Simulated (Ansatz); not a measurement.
**AlClFHO (SMILES [OH][Al]([F])[Cl]): functionals against CCSD(T) at one geometry**

A test off equilibrium: a structure displaced at random from a GFN2-xTB minimum is computed at several levels, and each is set against CCSD(T).

Computed with Ansatz 0.2.0, Gaussian basis. Level: single points in def2-TZVPP.

Cores are frozen in the correlated methods.

## (1) Where the work starts

SMILES `[OH][Al]([F])[Cl]`, 5 atoms, charge 0, spin multiplicity 1.

Atoms are counted from 1 here; the program's logs count them from 0.

Bond lengths: O1–Al2 1.724 Å, O1–H5 0.889 Å, Al2–F3 1.639 Å, Al2–Cl4 2.007 Å. Angles: Al2–O1–H5 157.6°, O1–Al2–F3 115.3°, O1–Al2–Cl4 120.8°, F3–Al2–Cl4 122.3°.

Geometry (Å):

| atom | x (Å) | y (Å) | z (Å) |
| --- | --- | --- | --- |
| O1 | 0.22210 | 1.13630 | -0.34930 |
| Al2 | -0.03850 | -0.51040 | 0.08820 |
| F3 | 0.24480 | -0.86950 | 1.66180 |
| Cl4 | -1.03640 | -1.75300 | -1.13210 |
| H5 | 0.65790 | 1.90780 | -0.42550 |

## (2) CCSD(T)/def2-TZVPP

run/in.yaml

```yaml
crystal:
  periodic: [false, false, false]
  atoms:
    - {symbol: O, position_ang: [0.222100, 1.136300, -0.349300]}
    - {symbol: Al, position_ang: [-0.038500, -0.510400, 0.088200]}
    - {symbol: F, position_ang: [0.244800, -0.869500, 1.661800]}
    - {symbol: Cl, position_ang: [-1.036400, -1.753000, -1.132100]}
    - {symbol: H, position_ang: [0.657900, 1.907800, -0.425500]}
basis:
  gaussian: {orbitals: def2-TZVPP}
correlation: {method: ccsd_t}
output: {forces: true}
```

No record of the launch command was kept for these runs.

## (3) PBE0-D4/def2-TZVPP

run/in.yaml, as its differences from that of step 2:

```diff
@@ -10,3 +10,3 @@
   gaussian: {orbitals: def2-TZVPP}
-correlation: {method: ccsd_t}
-output: {forces: true}
+hamiltonian: {xc: pbe0, dispersion: d4}
+output: {forces: true, orbitals: {seedname: orbitals}}
```

## (4) wB97M-V/def2-TZVPP

run/in.yaml, as its differences from that of step 3:

```diff
@@ -10,3 +10,3 @@
   gaussian: {orbitals: def2-TZVPP}
-hamiltonian: {xc: pbe0, dispersion: d4}
-output: {forces: true, orbitals: {seedname: orbitals}}
+hamiltonian: {xc: {name: wB97M-V}}
+output: {forces: true}
```

## (5) r2SCAN-D4/def2-TZVPP

run/in.yaml, as its differences from that of step 4:

```diff
@@ -10,3 +10,3 @@
   gaussian: {orbitals: def2-TZVPP}
-hamiltonian: {xc: {name: wB97M-V}}
+hamiltonian: {xc: r2scan, dispersion: d4}
 output: {forces: true}
```

## (6) PBE-D4/def2-TZVPP

run/in.yaml, as its differences from that of step 5:

```diff
@@ -10,3 +10,3 @@
   gaussian: {orbitals: def2-TZVPP}
-hamiltonian: {xc: r2scan, dispersion: d4}
+hamiltonian: {xc: pbe, dispersion: d4}
 output: {forces: true}
```

## (7) B97M-V/def2-TZVPP

run/in.yaml, as its differences from that of step 6:

```diff
@@ -10,3 +10,3 @@
   gaussian: {orbitals: def2-TZVPP}
-hamiltonian: {xc: pbe, dispersion: d4}
+hamiltonian: {xc: {name: B97M-V}}
 output: {forces: true}
```

## (8) wB97X-V/def2-TZVPP

run/in.yaml, as its differences from that of step 7:

```diff
@@ -10,3 +10,3 @@
   gaussian: {orbitals: def2-TZVPP}
-hamiltonian: {xc: {name: B97M-V}}
+hamiltonian: {xc: {name: wB97X-V}}
 output: {forces: true}
```

(Steps that only read results are left out.)

Before running it: what results should come out? Wanted: energy less free atoms, CCSD(T)/def2-TZVPP; RMS force component; RMS force error; HOMO and LUMO, PBE0-D4; T1 diagnostic.

As calculated:

| quantity | value |
| --- | --- |
| energy less free atoms, CCSD(T)/def2-TZVPP | -445.9 kcal/mol |
| RMS force component | 2.054 to 2.168 eV/Å over the methods |
| RMS force error | PBE0-D4 0.072, wB97M-V 0.063, r2SCAN-D4 0.062, PBE-D4 0.214, B97M-V 0.138, wB97X-V 0.081 eV/Å |
| HOMO and LUMO, PBE0-D4 | -9.23 and -1.19 eV |
| T1 diagnostic | 0.011 |

What this shows: Against CCSD(T) the functionals' energies less atoms differ by -14.5 to -3.0 kcal/mol, PBE-D4 by -14.5 kcal/mol. CCSD(T) in triple zeta still lacks some correlation energy of the bonds, so part of these gaps is its own basis error and they don't rank the functionals. The forces of r2SCAN-D4 come nearest to CCSD(T), those of PBE-D4 are farthest. Frozen-core CCSD(T) forces in triple zeta carry basis errors of their own, and this is one geometry, so small gaps rank nothing.
